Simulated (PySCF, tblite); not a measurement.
**C2H8F2SSi2: geometry, infrared bands and NMR shifts**

What infrared bands and NMR shifts should C2H8F2SSi2 (`FC(F)CS[SiH2][SiH3]`) show?

The runs use tblite 0.8.0 and PySCF 2.14.0, with density-fitted response routines of our own; the level of theory stands in each step. All values are computed, except where a source is named. Atoms count from 0, in the outputs and in this text.

**1. Starting geometry**

15 atoms, charge 0, multiplicity 1; geometry from: force field or distance geometry start.

Bonds of the start (Å): F0–C1 1.37, C1–F2 1.34, C1–C3 1.53, C3–S4 1.83, S4–Si5 2.16, Si5–Si6 2.31, C1–H7 1.11, C3–H8 1.08, C3–H9 1.09, Si5–H10 1.49, Si5–H11 1.49, Si6–H12 1.50, Si6–H13 1.49, Si6–H14 1.48.

**2. Optimising the geometry with GFN2-xTB**

Job settings and geometry (Å):

```
{"job": {"kind": "relax", "xc": "GFN2-xTB", "basis": "xTB"}, "charge": 0, "multiplicity": 1}
F     -2.047500    -1.217800     0.826500
C     -2.560700     0.042200     0.669300
F     -3.846900    -0.121200     0.315500
C     -1.816300     0.786400    -0.434200
S     -0.122200     1.302600     0.025800
Si     1.030500    -0.518400    -0.061800
Si     3.301000    -0.093800    -0.111300
H     -2.522000     0.560300     1.646200
H     -2.372500     1.680900    -0.678200
H     -1.786100     0.165700    -1.328900
H      0.598400    -1.251200    -1.280200
H      0.670900    -1.318500     1.142300
H      3.730400     0.645700     1.118300
H      3.673800     0.707900    -1.306800
H      4.064600    -1.362900    -0.161600
```

Command:

```bash
$ OMP_NUM_THREADS=1 python probes_run.py task.json out
```

One launch serves the whole session: the jobs run in the order shown.

The program printed:

```text
step      E/eV     max force
  0    -667.89563    0.860
  1    -667.93026    0.493
  2    -667.95107    0.202
  3    -667.95601    0.200
  4    -667.96306    0.149
  5    -667.96584    0.161
  6    -667.97028    0.234
  7    -667.97401    0.229
  8    -667.97820    0.239
  9    -667.98132    0.176
 10    -667.98318    0.084
 11    -667.98417    0.071
 12    -667.98490    0.069
 13    -667.98563    0.074
 14    -667.98654    0.106
 15    -667.98757    0.106
 16    -667.98853    0.072
 17    -667.98936    0.075
 18    -667.99015    0.070
 19    -667.99094    0.086
 20    -667.99162    0.056
 21    -667.99212    0.067
 22    -667.99255    0.061
 23    -667.99301    0.068
 24    -667.99346    0.059
 25    -667.99380    0.044
 26    -667.99401    0.036
 27    -667.99416    0.029
 28    -667.99428    0.028
 29    -667.99439    0.023
 30    -667.99447    0.020
 31    -667.99454    0.023
 32    -667.99460    0.023
 33    -667.99468    0.020
 34    -667.99478    0.026
 35    -667.99488    0.029
 36    -667.99499    0.029
 37    -667.99511    0.027
 38    -667.99524    0.029
 39    -667.99536    0.023
 40    -667.99544    0.019
 41    -667.99549    0.015
 42    -667.99553    0.017
 43    -667.99559    0.022
 44    -667.99567    0.026
 45    -667.99577    0.027
 46    -667.99584    0.019
 47    -667.99589    0.016
 48    -667.99594    0.016
 49    -667.99598    0.017
 50    -667.99601    0.016
 51    -667.99603    0.009
```

It took 1.2 s on 1 thread of Intel Xeon at 2.50GHz, shared host; peak memory 0.18 GiB.

Relaxation path: (not every step is listed)

| step | energy from step 0 (eV) | largest force (eV/Å) |
| --- | --- | --- |
| 0 | 0.0000 | 0.8602 |
| 1 | -0.0346 | 0.4933 |
| 2 | -0.0554 | 0.2020 |
| 3 | -0.0604 | 0.2002 |
| 4 | -0.0674 | 0.1491 |
| 5 | -0.0702 | 0.1608 |
| 6 | -0.0747 | 0.2338 |
| 7 | -0.0784 | 0.2293 |
| 8 | -0.0826 | 0.2391 |
| 11 | -0.0885 | 0.0712 |
| 14 | -0.0909 | 0.1056 |
| 17 | -0.0937 | 0.0750 |
| 20 | -0.0960 | 0.0558 |
| 23 | -0.0974 | 0.0681 |
| 26 | -0.0984 | 0.0364 |
| 29 | -0.0988 | 0.0232 |
| 32 | -0.0990 | 0.0229 |
| 35 | -0.0992 | 0.0290 |
| 38 | -0.0996 | 0.0290 |
| 41 | -0.0999 | 0.0147 |
| 44 | -0.1000 | 0.0257 |
| 46 | -0.1002 | 0.0185 |
| 47 | -0.1003 | 0.0156 |
| 48 | -0.1003 | 0.0162 |
| 49 | -0.1004 | 0.0175 |
| 50 | -0.1004 | 0.0162 |
| 51 | -0.1004 | 0.0095 |

Distances of close pairs at the start and the end, largest changes first:

| bond | before (Å) | after (Å) | change (Å) |
| --- | --- | --- | --- |
| Si6–H12 | 1.498 | 1.463 | -0.035 |
| Si5–H11 | 1.490 | 1.461 | -0.028 |
| Si6–H13 | 1.487 | 1.464 | -0.023 |
| Si5–H10 | 1.486 | 1.465 | -0.021 |
| S4–Si5 | 2.157 | 2.176 | +0.019 |
| Si6–H14 | 1.482 | 1.464 | -0.018 |
| C3–S4 | 1.830 | 1.815 | -0.015 |
| F0–C1 | 1.370 | 1.356 | -0.014 |

The end geometry stands in the next job.

**3. Vibrational analysis with GFN2-xTB**

Job settings and geometry (Å):

```
{"job": {"kind": "ir", "xc": "GFN2-xTB", "basis": "xTB"}, "charge": 0, "multiplicity": 1}
F     -2.102737    -1.240548     0.782500
C     -2.507642     0.046552     0.651701
F     -3.830764    -0.011215     0.357656
C     -1.751198     0.751045    -0.456186
S     -0.095600     1.258962     0.085989
Si     1.020150    -0.606163    -0.026377
Si     3.258508    -0.039460    -0.106084
H     -2.397920     0.538950     1.629176
H     -2.286195     1.662883    -0.719318
H     -1.675236     0.102332    -1.328549
H      0.455971    -1.232041    -1.224854
H      0.573374    -1.401168     1.115610
H      3.698721     0.704552     1.074106
H      3.603630     0.754145    -1.286602
H      4.032525    -1.280837    -0.167819
```

The program printed:

```text
mode    cm-1     km/mol
  1      14.9      0.38
  2      33.3      0.81
  3      37.9      1.00
  4      67.0      3.86
  5      99.4      5.10
  6     174.0      1.34
  7     201.1      7.46
  8     357.1     21.73
  9     368.9     37.14
 10     417.5     66.66
 11     430.7     44.91
 12     470.3      2.22
 13     471.8      4.64
 14     512.8     10.96
 15     521.9      5.88
 16     600.2     15.41
 17     686.9    772.88
 18     767.0    411.08
 19     770.6     33.63
 20     794.6    134.64
 21     802.4     95.19
 22     817.0     88.57
 23     845.3      6.17
 24     979.7     44.75
 25    1018.6    165.06
 26    1097.9     96.96
 27    1140.9     32.40
 28    1211.4      3.34
 29    1268.1     17.40
 30    1292.1     20.60
 31    1416.6      6.25
 32    2225.8    131.49
 33    2252.3    248.17
 34    2252.7    128.66
 35    2264.5    354.28
 36    2272.9    320.11
 37    2911.9     20.66
 38    2992.1      4.90
 39    3010.1      0.28
```

It took 1.7 s on 1 thread of Intel Xeon at 2.50GHz, shared host; peak memory 0.18 GiB.

Which atoms move in the most intense modes:

| cm⁻¹ | km/mol | atoms |
| --- | --- | --- |
| 687 | 772.9 | H11 39 %, H10 37 % |
| 767 | 411.1 | H10 25 %, H11 20 %, H12 17 %, H13 16 % |
| 795 | 134.6 | H14 56 %, H12 26 %, H13 15 % |
| 1019 | 165.1 | C1 57 %, F2 27 % |
| 2226 | 131.5 | H10 83 % |
| 2252 | 248.2 | H14 92 % |
| 2264 | 354.3 | H12 91 % |
| 2273 | 320.1 | H11 78 %, H13 15 % |

**4. Nuclear shieldings: PBE0/pcSseg-1**

The job, as its differences from that of step 3:

```diff
@@ -1,2 +1,2 @@
-{"job": {"kind": "ir", "xc": "GFN2-xTB", "basis": "xTB"}, "charge": 0, "multiplicity": 1}
+{"job": {"kind": "nmr", "xc": "PBE0", "basis": "pcSseg-1"}, "charge": 0, "multiplicity": 1}
 F     -2.102737    -1.240548     0.782500
```

Level: GIAO PBE0/pcSseg-1 NMR shielding, non-relativistic, gas phase.

The program printed:

```text
coarse grid: 14176 points
cycle   1  E = -1257.0364754790  dE =  5.364e-01  |g| = 6.646e-01  |ddm| = 3.392e+00
cycle   2  E = -1256.9748854540  dE =  6.159e-02  |g| = 9.429e-01  |ddm| = 9.675e-01
cycle   3  E = -1257.1127683113  dE = -1.379e-01  |g| = 5.322e-02  |ddm| = 5.452e-01
cycle   4  E = -1257.1131691002  dE = -4.008e-04  |g| = 2.933e-02  |ddm| = 7.891e-02
cycle   5  E = -1257.1133807204  dE = -2.116e-04  |g| = 5.336e-03  |ddm| = 3.686e-02
cycle   6  E = -1257.1133880179  dE = -7.297e-06  |g| = 1.546e-03  |ddm| = 7.988e-03
final grid: 124200 points
cycle   7  E = -1257.1677748404  dE = -3.188e-05  |g| = 8.880e-03  |ddm| = 2.644e-02
cycle   8  E = -1257.1677598071  dE =  1.503e-05  |g| = 1.228e-02  |ddm| = 1.760e-02
cycle   9  E = -1257.1677920082  dE = -3.220e-05  |g| = 8.140e-04  |ddm| = 1.023e-02
cycle  10  E = -1257.1677921226  dE = -1.144e-07  |g| = 2.343e-04  |ddm| = 1.011e-03
cycle  11  E = -1257.1677921334  dE = -1.086e-08  |g| = 5.638e-05  |ddm| = 3.227e-04
cycle  12  E = -1257.1677921343  dE = -9.009e-10  |g| = 1.303e-05  |ddm| = 9.634e-05
converged SCF energy = -1257.1677921343

GIAO shielding tensors (ppm)
atom      isotropic    diamagn.    paramagn.     s11        s22        s33       span
  0 F      306.083     476.217    -170.134    218.297    331.590    368.361    150.064
  1 C       60.837     241.151    -180.315     45.630     62.755     74.124     28.494
  2 F      288.289     467.078    -178.789    187.991    325.185    351.692    163.701
  3 C      144.911     253.247    -108.336    130.306    144.406    160.020     29.714
  4 S      700.012    1059.944    -359.933    576.914    604.053    919.068    342.154
  5 Si     389.579     880.972    -491.392    350.385    367.572    450.781    100.395
  6 Si     466.463     879.661    -413.198    450.098    472.648    476.642     26.543
  7 H       25.623      28.289      -2.666     22.522     25.728     28.620      6.098
  8 H       28.711      29.991      -1.280     22.229     27.950     35.955     13.727
  9 H       28.971      31.561      -2.590     24.449     28.414     34.050      9.601
 10 H       27.108      30.721      -3.612     23.563     26.144     31.617      8.054
 11 H       26.670      30.267      -3.596     21.748     26.701     31.562      9.814
 12 H       28.182      28.715      -0.534     24.556     26.329     33.660      9.104
 13 H       28.153      28.673      -0.520     24.564     26.250     33.645      9.081
 14 H       28.211      28.191       0.021     24.680     25.692     34.262      9.582
```

Run time: 85 s. Hardware: 1 thread of Intel Xeon at 2.50GHz, shared host; peak memory 0.81 GiB.

The references, computed at this level on geometries of the same kind, shield at (ppm): 1H TMS 31.72, 13C TMS 186.9, 29Si TMS 349.2, 19F CFCl3 170.9, 33S CS2 504. Their shielding less the atom's gives the shift. The references are single molecules in the gas phase, so shifts against H2O, NH3, PH3, H3PO4 or CFCl3 are not on the usual liquid scales and can be off by tens of ppm. Atoms listed in one row are averaged.

| atoms | environment | σ (ppm) | δ (ppm) | δ scaled to CDCl3 |
| --- | --- | --- | --- | --- |
| C1 | sp3 CH bonded to 2 F | 60.8 | 126.1 | 121.1 |
| C3 | sp3 CH2 bonded to S | 144.9 | 42.0 | 34.7 |
| H7 | hydrogen on an sp3 CH bonded to 2 F | 25.62 | 6.09 | 5.85 |
| H10, H11 | hydrogen on a silicon bonded to S, Si | 26.89 | 4.83 | – |
| H12, H13, H14 | hydrogen on a silicon bonded to Si | 28.18 | 3.53 | – |
| H8, H9 | hydrogen on an sp3 CH2 bonded to S | 28.84 | 2.88 | 2.82 |
| F0, F2 | fluorine of a CF2 group | 297.2 | -126.2 | – |
| S4 | sulfur bonded to C, Si | 700 | -196 | – |
| Si5 | silicon bonded to S, Si, 2 H | 389.6 | -40.4 | – |
| Si6 | silicon bonded to Si, 3 H | 466.5 | -117.3 | – |

The scaled column applies a straight-line fit of computed shieldings to shifts measured in CDCl3, with any fitted terms for Cl, Br or S neighbours, and one for carbons that bear F (root-mean-square error 0.16 ppm for H, 1.9 ppm for C).

The run also stored atomic charges by several schemes (e):

| atoms | Mulliken | IAO | Hirshfeld | ESP fit |
| --- | --- | --- | --- | --- |
| F0, F2 | -0.30 | -0.31 | -0.10 | -0.26 |
| C1 | 0.53 | 0.45 | 0.14 | 0.56 |
| C3 | -0.38 | -0.37 | -0.09 | -0.32 |
| S4 | -0.29 | -0.19 | -0.10 | -0.31 |
| Si5 | 0.29 | 0.39 | 0.22 | 0.25 |
| Si6 | 0.19 | 0.30 | 0.23 | 0.23 |

Mayer bond orders: F0–C1 0.95, C1–F2 0.95, C1–C3 0.98, C3–S4 1.01, S4–Si5 0.91, Si5–Si6 0.91.

Orbitals, density, ELF and potential are computed afterwards from the orbital file.

Frontier orbitals at PBE0/pcSseg-1, with the share of their density that lies nearest to each atom:

| orbital | energy (eV) | lies on |
| --- | --- | --- |
| HOMO | -7.20 | S4 76 %; H11 6 % |
| LUMO | -0.60 | Si5 24 %; S4 14 %; H10, H14 about 11 % each |

ELF in a plane through or near 8 of the atoms.

Values, 10 rows by 14 columns:
```
0.00 0.00 0.00 0.00 0.00 0.00 0.00 0.00 0.00 0.00 0.00 0.00 0.00 0.00
0.00 0.00 0.00 0.00 0.00 0.00 0.08 0.01 0.00 0.00 0.00 0.00 0.00 0.00
0.00 0.00 0.06 0.05 0.01 0.26 1.00 0.67 0.18 0.57 0.12 0.00 0.00 0.00
0.00 0.05 0.96 0.89 0.11 0.48 1.00 0.71 0.73 0.68 0.06 0.27 0.00 0.00
0.00 0.15 0.99 0.91 0.69 0.44 0.47 0.23 0.11 0.65 0.61 0.85 0.07 0.00
0.00 0.01 0.29 0.23 0.17 0.89 0.38 0.63 0.54 0.93 0.43 0.81 0.05 0.00
0.00 0.01 0.65 1.00 0.72 0.13 0.62 0.73 0.64 0.78 0.05 0.11 0.00 0.00
0.00 0.00 0.84 1.00 0.72 0.01 0.70 0.81 0.12 0.99 0.89 0.00 0.00 0.00
0.00 0.00 0.01 0.22 0.02 0.00 0.10 0.20 0.01 0.16 0.01 0.00 0.00 0.00
0.00 0.00 0.00 0.00 0.00 0.00 0.00 0.00 0.00 0.00 0.00 0.00 0.00 0.00
```
The map spans 13.4 Å across and 8.7 Å up, centred on the molecule. Atoms in the plane (x, y in Å): F0 (2.1, 1.5), F2 (3.8, 0.3), C3 (1.8, -0.9), Si5 (-1.1, 0.4), Si6 (-3.3, -0.1), H8 (2.3, -1.7), H11 (-0.6, 1.8), H13 (-3.6, -1.5).

log10 of the density (e/Å³) in the same plane.

Values, 10 rows by 14 columns:
```
-4.0 -4.0 -4.0 -4.0 -4.0 -4.0 -3.9 -4.0 -4.0 -4.0 -4.0 -4.0 -4.0 -4.0
-4.0 -4.0 -4.0 -3.9 -3.7 -3.0 -2.6 -2.8 -3.5 -3.2 -4.0 -4.0 -4.0 -4.0
-4.0 -3.4 -2.6 -2.4 -2.5 -1.8 -0.9 -1.5 -1.3 -0.7 -1.8 -3.7 -4.0 -4.0
-4.0 -2.6 -1.4 -1.1 -1.5 -0.9  0.1 -0.9 -0.3  1.0 -1.0 -1.4 -3.0 -4.0
-3.8 -2.3 -0.7 -0.2 -0.5 -0.3  0.6 -0.9 -0.9  0.2  0.1  0.3 -1.9 -4.0
-3.9 -2.5 -1.1  0.3 -0.1 -0.4 -0.3 -0.4 -0.2  0.2 -0.1  0.0 -2.0 -4.0
-4.0 -2.8 -1.3  0.0 -0.6 -1.3 -0.7 -0.2  0.0  0.2 -1.2 -1.7 -3.4 -4.0
-4.0 -3.1 -1.7 -0.7 -1.4 -2.1 -1.3 -0.8 -1.0 -0.2 -1.4 -3.2 -4.0 -4.0
-4.0 -3.9 -2.9 -2.4 -2.7 -3.1 -2.4 -2.1 -2.4 -2.1 -2.8 -4.0 -4.0 -4.0
-4.0 -4.0 -4.0 -3.7 -4.0 -4.0 -3.9 -3.7 -4.0 -3.8 -4.0 -4.0 -4.0 -4.0
```
The map spans 13.4 Å across and 8.7 Å up, centred on the molecule. Atoms in the plane (x, y in Å): F0 (2.1, 1.5), F2 (3.8, 0.3), C3 (1.8, -0.9), Si5 (-1.1, 0.4), Si6 (-3.3, -0.1), H8 (2.3, -1.7), H11 (-0.6, 1.8), H13 (-3.6, -1.5).

On the surface of density 0.002 e/bohr³ the electrostatic potential runs, from the 1st to the 99th percentile, from -0.81 V near F2 to 1.30 V near H14.

**5. Outcome**

| quantity | value |
| --- | --- |
| strongest single infrared mode (GFN2-xTB) | 687 cm⁻¹, 773 km/mol |
| zero-point energy (GFN2-xTB) | 57.0 kcal/mol |
| 13C shifts against TMS (PBE0/pcSseg-1) | 126.1, 42.0 ppm |
| 1H shifts against TMS (PBE0/pcSseg-1, means over atoms taken as alike) | 6.09, 4.83, 3.53, 2.88 ppm |
| 19F shifts against CFCl3 (PBE0/pcSseg-1, means over atoms taken as alike) | -126.2 ppm |
| 33S shifts against CS2 (PBE0/pcSseg-1) | -196 ppm |
| 29Si shifts against TMS (PBE0/pcSseg-1) | -40.4, -117.3 ppm |
| surface potential, 1st and 99th percentile | -0.81 V and 1.30 V |

**Reading.** The optimisation took 51 steps and gained 0.100 eV; among the close pairs (by a distance rule), Si6–H12 changed most, from 1.498 to 1.463 Å. No mode is imaginary among the 39: a minimum at this level. The strongest single mode, at 687 cm⁻¹, moves mainly H11 and H10. Unscaled tight-binding wavenumbers are off by several per cent, some by more. Its intensities can rank the bands wrongly. H7 (hydrogen on an sp3 CH bonded to 2 F) lies farthest downfield among hydrogen, at 6.09 ppm; its carbon carries F, hence the downfield position. At PBE0/pcSseg-1: Shielding is most anisotropic at S4 (span 342 ppm, paramagnetic term -360 ppm). At PBE0/pcSseg-1, counted by nearest atom on the grid, the HOMO lies on S4 76 %; H11 6 %, the LUMO on Si5 24 %; S4 14 %.
